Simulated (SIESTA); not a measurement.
The system is NaLaMnMoO6.

```xyz
10
Lattice="5.1093 -0.0067 0.0106 -0.2394 5.6893 0.0070 -0.9290 -2.8254 5.1188" Properties=species:S:1:pos:R:3 pbc="T T T"
Na    1.9223    1.9516    0.3919
La   -0.6075    1.8350    3.5165
Mn    1.8742   -0.9083    2.0852
Mo    4.0976    4.6175    1.5746
O     2.6717    1.1441    5.1017
O     2.9598    3.6581    2.8448
O     3.1703    0.4987    1.9182
O     0.4613    3.2483    1.8839
O     0.7994   -0.1395    0.5996
O     0.3708   -0.2245    3.2390
```

The cell was built by a generator and needn't be a form met in nature.

* Program: SIESTA 5.4.2
* Task: single point
* Functional: PBE
* Potentials or basis: PseudoDojo 0.4 standard (PBE files)
* Basis: DZP (energy shift 0.003 Ry; two zetas on semicore shells)
* Grid cutoff: 800 Ry
* Energy shift: 0.003 Ry
* k mesh: 6 × 6 × 5
* Occupations: fermi-dirac, width 0.05 eV
* Spin: collinear spin, ferromagnetic start
* Starting moments: [0.0, 0.0, 4.0, 1.0, 0.0, 0.0, 0.0, 0.0, 0.0, 0.0] μB

On this cell: pressure 5.2 GPa; largest force 1.053 eV/Å; net moment 3.00 μB per cell; site moments Na -0.01; La +0.01; Mn +3.26; Mo -0.35; O +0.03, -0.00, -0.01, +0.00, +0.08 μB; band gap on the k mesh 0.81 eV, indirect (least direct gap 1.02 eV).

The same run follows on a disturbed copy (atoms moved at random, drawn with an rms of 0.05 Å):

```xyz
10
Lattice="5.1093 -0.0067 0.0106 -0.2394 5.6893 0.0070 -0.9290 -2.8254 5.1188" Properties=species:S:1:pos:R:3 pbc="T T T"
Na    1.9333    1.9831    0.3584
La   -0.6450    1.8190    3.5364
Mn    1.8444   -0.9027    2.0670
Mo    4.1127    4.6144    1.6034
O     2.6797    1.1381    5.0907
O     2.9414    3.6539    2.8655
O     3.1510    0.4860    1.9265
O     0.4287    3.2563    1.8466
O     0.8106   -0.1314    0.6153
O     0.4130   -0.2079    3.2391
```

**Question.** What does the disturbed cell give?

**Answer.** The energy moves by +3.9 meV/atom; pressure 4.9 GPa; largest force 0.997 eV/Å; net moment 3.00 μB per cell; site moments Na -0.01; La +0.02; Mn +3.26; Mo -0.36; O +0.03, -0.01, -0.02, +0.01, +0.09 μB; band gap on the k mesh 0.65 eV, indirect (least direct gap 0.91 eV).

Forces in eV/Å, atoms in the order of the input:
```
Na   0.057 -0.097  0.088
La   0.328  0.425 -0.116
Mn   0.653 -0.095  0.159
Mo  -0.677  0.052 -0.612
O   -0.479 -0.077  0.197
O   -0.347  0.125  0.074
O   -0.279  0.422 -0.050
O    0.677 -0.719  0.139
O    0.138  0.510 -0.146
O   -0.069 -0.548  0.265
```

Stress tensor (GPa, compression positive):
```
 5.58 -1.45 -0.32
-1.45  5.28 -0.31
-0.32 -0.31  3.88
```

Caveats: short orbitals over semicore shells can move pressures by several GPa; spin-orbit coupling is left out, which moves the levels of the heavy elements; an odd mesh through Γ misses points on the zone boundary, where band edges often lie; the basis of atomic orbitals isn't converged, which shifts pressures, moduli and gaps; a cell with one magnetic atom can't hold antiferromagnetic order, which such compounds often take; forces of over 1 eV/Å show positions far from the minimum, so gaps and moduli don't describe the material at rest (some runs).
